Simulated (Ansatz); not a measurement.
Predict the output of the script below (Ansatz 0.2.0, Python API).

`survey.py`:
```python
import ansatz as az
from ase.data import atomic_numbers
import numpy as np
import spglib

nbh2 = (
    az.Lattice.from_parameters(3.226528, 3.226528, 3.226528, alpha=60.0, beta=60.0, gamma=60.0)
    .atom('Nb', (0.0, 0.0, 0.0))
    .atom('H', (0.25, 0.25, 0.25))
    .atom('H', (0.75, 0.75, 0.75))
)

job = (
    nbh2.calculation()
    .kpoints(9)
    .functional('pbesol')
    .occupations('Fermi-Dirac')
    .scf(tolerance=1e-07)
    .band_table()
    .density_of_states(energy_step=0.1, projected=True)
)
def show(event):
    row = event['data']
    if event['event'] == 'scf_iter' and row.get('harris_foulkes_ev') is not None:
        print(f'  iteration {row["iter"]:3d}  Harris-Foulkes {row["harris_foulkes_ev"]:.5f} eV  residual {row["dr2_ev"]:.2e}')


result = job.session().plan().execute(on_event=show)
rep = result.report

for key in ('converged', 'n_iterations', 'n_electrons', 'n_kpoints', 'n_pw', 'n_symmetry_ops', 'free_energy_ev', 'fermi_energy_ev'):
    print(f'{key:18s} {rep[key]}')

table = np.array(rep['eigenvalues_ev']) - rep['fermi_energy_ev']
filling = np.array(rep['occupations'])
weights = np.tile(rep['kweights'], len(table) // len(rep['kweights']))
print('band   lowest  highest (eV from E_F)  electrons')
for band in range(table.shape[1]):
    if table[:, band].max() > -12:
        print(f'{band + 1:4d} {table[:, band].min():8.3f} {table[:, band].max():8.3f} {weights @ filling[:, band]:18.4f}')
print('electrons counted from the table:', round(float(weights @ filling.sum(axis=1)), 5))

dos = result.density_of_states()
energy = np.asarray(dos.energies_ev) - dos.fermi_ev
window = (energy > -12) & (energy < 4)
for index, site in enumerate(result.projected_density_of_states().sites):
    for shell in site.shells:
        if shell.l == 2:
            g = sum(np.sum(part.g_bin_mean_per_ev, axis=0) for part in shell.curves)[window]
            if g.sum() > 1e-6:
                centre = (g * energy[window]).sum() / g.sum()
                width = np.sqrt((g * (energy[window] - centre) ** 2).sum() / g.sum())
                print(f'site {index} {site.species} {shell.label}: centre {centre:.3f} eV, rms width {width:.3f} eV')

spg_cell = (result.lattice.cell_ang, [s.position_frac for s in result.lattice.sites], [atomic_numbers[s.symbol] for s in result.lattice.sites])
for tolerance in (1e-5, 1e-3, 1e-1):
    print(f'symprec {tolerance:g} A: {spglib.get_spacegroup(spg_cell, symprec=tolerance)}')
print('operations used by the run:', rep['n_symmetry_ops'])

print(job.to_python())
```

```console
$ python survey.py
DeckWarning: basis.ecutwfc = 420 eV, auto-derived from the records' recommended cutoffs: set by Nb (normal level)
  iteration   1  Harris-Foulkes -4527.70782 eV  residual 8.57e-03
  iteration   2  Harris-Foulkes -4527.70613 eV  residual 2.74e-03
  iteration   3  Harris-Foulkes -4527.70530 eV  residual 1.55e-05
  iteration   4  Harris-Foulkes -4527.70530 eV  residual 3.12e-06
  iteration   5  Harris-Foulkes -4527.70530 eV  residual 2.06e-07
  iteration   6  Harris-Foulkes -4527.70530 eV  residual 9.69e-09
converged          True
n_iterations       6
n_electrons        15.0
n_kpoints          35
n_pw               459
n_symmetry_ops     48
free_energy_ev     -4527.705300253291
fermi_energy_ev    14.984693373633906
band   lowest  highest (eV from E_F)  electrons
   5  -10.633   -6.517             2.0000
   6   -6.734   -1.326             2.0000
   7   -4.112   -0.738             2.0000
   8   -1.326    2.589             0.9702
   9   -1.026    2.762             0.0298
  10    1.153    4.353             0.0000
  11    1.301    7.902             0.0000
  12    6.221   12.326             0.0000
electrons counted from the table: 15.0
site 0 Nb 4D: centre -0.706 eV, rms width 3.218 eV
symprec 1e-05 A: Fm-3m (225)
symprec 0.001 A: Fm-3m (225)
symprec 0.1 A: Fm-3m (225)
operations used by the run: 48
(
    az.Lattice.from_parameters(3.226528, 3.226528, 3.226528, alpha=60.0, beta=60.0, gamma=60.0)
    .atom("Nb", (0.0, 0.0, 0.0))
    .atom("H", (0.25, 0.25, 0.25))
    .atom("H", (0.75, 0.75, 0.75))
    .calculation()
    .kpoints(9, 9, 9)
    .functional("pbesol")
    .scf(tolerance=1e-07)
    .occupations(method="fermi_dirac")
    .density_of_states(energy_step=0.1, projected=True)
    .band_table(publish=True)
)
```
(Warnings from the package without file and line.)

What to keep in mind:
- Absolute energies stand on the zero of these potentials, so only differences at equal settings mean something. A total without «per atom» is that of the cell as typed.
- The mesh is modest for a metal, so energies can be off by several to tens of meV an atom and pressures by half a GPa or more; differences at equal mesh fare better.
- An absolute Fermi energy rests on an arbitrary zero of the periodic potential and has no direct meaning.
- Projections exist only for the shells that the potentials hold, some of them semicore, and samples at single energies can miss narrow peaks.
- The structure is a deposited one; some such entries were measured under pressure or heat, so a shift against it needn't be the functional's error alone.
- Levels are Kohn-Sham eigenvalues on this mesh, without spin-orbit coupling.
- The computed bands are complete only to about 6.2 eV above the Fermi level; beyond that the density of states is undercounted.
- A band centre counts only the states inside the window taken.
- By the engine's processor time: 0.8 s on 1 thread of Intel(R) Xeon(R) Processor @ 2.30GHz (shared host), peak memory 0.52 GiB.
